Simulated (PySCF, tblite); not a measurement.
# C4H8OSi2: infrared bands and NMR shifts

Aim: predict the infrared bands and NMR shifts of C4H8OSi2 (`[SiH3][SiH2]c1ccco1`).

Programs: tblite 0.8.0 and PySCF 2.14.0, with density-fitted response routines of our own. Each step states its level of theory. These are calculated values for one molecule in the gas phase, unless marked as measured. Atoms are numbered from 0 throughout.

## Step 1: The starting structure

15 atoms, charge 0, multiplicity 1; geometry from: GFN2-xTB.

Bonds of the start (Å): Si0–Si1 2.31, Si1–C2 1.87, C2–C3 1.37, C3–C4 1.41, C4–C5 1.36, C5–O6 1.34, O6–C2 1.36, Si0–H7 1.47, Si0–H8 1.47, Si0–H9 1.47, Si1–H10 1.47, Si1–H11 1.47, C3–H12 1.07, C4–H13 1.07, C5–H14 1.07.

## Step 2: Harmonic vibrations with GFN2-xTB

The job: settings as JSON, then the geometry in Å.

```
{"job": {"kind": "ir", "xc": "GFN2-xTB", "basis": "xTB"}, "charge": 0, "multiplicity": 1}
Si     2.721119     0.307627    -0.544693
Si     1.174368    -0.852794     0.724527
C     -0.560083    -0.285090     0.299470
C     -1.546018     0.357070     0.998143
C     -2.623113     0.550523     0.104474
C     -2.219350     0.015148    -1.079777
O     -0.980566    -0.486194    -0.975096
H      2.558077     0.079552    -1.983120
H      4.093489    -0.084718    -0.210256
H      2.640899     1.758145    -0.341037
H      1.214031    -2.306278     0.504050
H      1.294231    -0.646256     2.174100
H     -1.501228     0.648658     2.027777
H     -3.563264     1.020210     0.311024
H     -2.707006    -0.067615    -2.031497
```

**Question.** This job is followed by: GIAO PBE0/pcSseg-1 NMR shielding, non-relativistic, gas phase. Predict these results of the whole session: strongest single infrared mode (GFN2-xTB); zero-point energy (GFN2-xTB); 13C shifts against TMS (PBE0/pcSseg-1); 1H shifts against TMS (PBE0/pcSseg-1, means over atoms taken as alike); 29Si shifts against TMS (PBE0/pcSseg-1); 17O shifts against H2O (PBE0/pcSseg-1).

**Answer**, as computed:

```
                                                              quantity                             value
                             strongest single infrared mode (GFN2-xTB)              680 cm⁻¹, 700 km/mol
                                          zero-point energy (GFN2-xTB)                     61.7 kcal/mol
                                13C shifts against TMS (PBE0/pcSseg-1)    154.6, 153.4, 129.9, 117.0 ppm
1H shifts against TMS (PBE0/pcSseg-1, means over atoms taken as alike)  7.90, 7.08, 6.68, 4.60, 3.49 ppm
                               29Si shifts against TMS (PBE0/pcSseg-1)                 -88.2, -118.2 ppm
                                17O shifts against H2O (PBE0/pcSseg-1)                         323.4 ppm
```

In words: No mode is imaginary among the 39: a minimum at this level. The strongest single mode, at 680 cm⁻¹, is carried by H10, H11, Si1. GFN2-xTB is a fitted tight-binding method: band positions and strengths are rough. Its intensities can rank the bands wrongly. At PBE0/pcSseg-1: The widest tensor belongs to O6: span 388 ppm, with a paramagnetic part of -385 ppm. NICS(1)zz of -28 ppm above the planar ring from C2 marks a diatropic (aromatic) ring current.
